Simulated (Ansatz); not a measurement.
# C₄H₃F₃: small, medium and large basis sets

One table from this session's results is given with a row withheld; the runs are named, their logs left out.

The runs use Ansatz 0.2.0, Gaussian basis; one geometry, several basis sets.

Plan: PBE0-D4/def2-SVP; ωB97M-V/def2-SVP; PBE0-D4/def2-QZVPP; ωB97M-V/def2-QZVPP; the functionals' def2-TZVPP values are taken from earlier runs.

## Structure used throughout

All runs share one geometry, relaxed beforehand with PBE0-D4 in a triple-zeta def2 set.

SMILES `F/C=C/C(F)=C\F`, 10 atoms, charge 0, spin multiplicity 1.

Atoms are counted from 1 here; the program's logs count them from 0.

Bond lengths: F1–C2 1.330 Å, C2–C3 1.327 Å, C2–H8 1.083 Å, C3–C4 1.437 Å, C3–H9 1.083 Å, C4–F5 1.343 Å, C4–C6 1.330 Å, C6–F7 1.335 Å, C6–H10 1.081 Å. Angles: F1–C2–C3 121.2°, F1–C2–H8 113.1°, C3–C2–H8 125.7°, C2–C3–C4 122.5°, C2–C3–H9 120.2°, C4–C3–H9 117.4°, C3–C4–F5 116.3°, C3–C4–C6 126.7°, F5–C4–C6 117.0°, C4–C6–F7 120.6°, C4–C6–H10 124.4°, F7–C6–H10 115.0°.

Set-up of the first run:

The input, in.yaml:

```yaml
crystal:
  periodic: [false, false, false]
  atoms:
    - {symbol: F, position_ang: [-2.256417, 1.754291, 0.733469]}
    - {symbol: C, position_ang: [-1.624327, 0.751447, 0.129666]}
    - {symbol: C, position_ang: [-0.329934, 0.536406, 0.327008]}
    - {symbol: C, position_ang: [0.379929, -0.538410, -0.310806]}
    - {symbol: F, position_ang: [-0.340623, -1.324861, -1.127423]}
    - {symbol: C, position_ang: [1.670704, -0.830204, -0.174118]}
    - {symbol: F, position_ang: [2.453451, -0.096049, 0.619279]}
    - {symbol: H, position_ang: [-2.271838, 0.165088, -0.510033]}
    - {symbol: H, position_ang: [0.234122, 1.181563, 0.989120]}
    - {symbol: H, position_ang: [2.168033, -1.650370, -0.673363]}
basis:
  gaussian: {orbitals: def2-SVP}
hamiltonian: {xc: pbe0, dispersion: d4}
output: {orbitals: {seedname: orbitals}}
```

Started as:

```bash
$ ansatz run in.yaml --threads 4 --pin off --events-out ev --progress --plain --max-ram 10444MiB
```

Among the steps run: PBE0-D4 in def2-SVP; ωB97M-V in def2-SVP; PBE0-D4 in def2-QZVPP; ωB97M-V in def2-QZVPP.

One of the session's tables, all rows but one given; the rest of the session is left out.

It belongs to the step «Density functionals: the series». 

```
functional       basis  HOMO (eV)
   PBE0-D4    def2-SVP      -6.73
   PBE0-D4  def2-TZVPP      -6.84
   PBE0-D4  def2-QZVPP      -6.88
   ωB97M-V    def2-SVP      -8.81
   ωB97M-V  def2-TZVPP          ?
   ωB97M-V  def2-QZVPP      -8.99
```

**Question.** Estimate the row for ωB97M-V, def2-TZVPP.

**Answer.** HOMO (eV): -8.95. In the column «HOMO (eV)» it lies between ωB97M-V, def2-QZVPP (-8.99) and ωB97M-V, def2-SVP (-8.81).
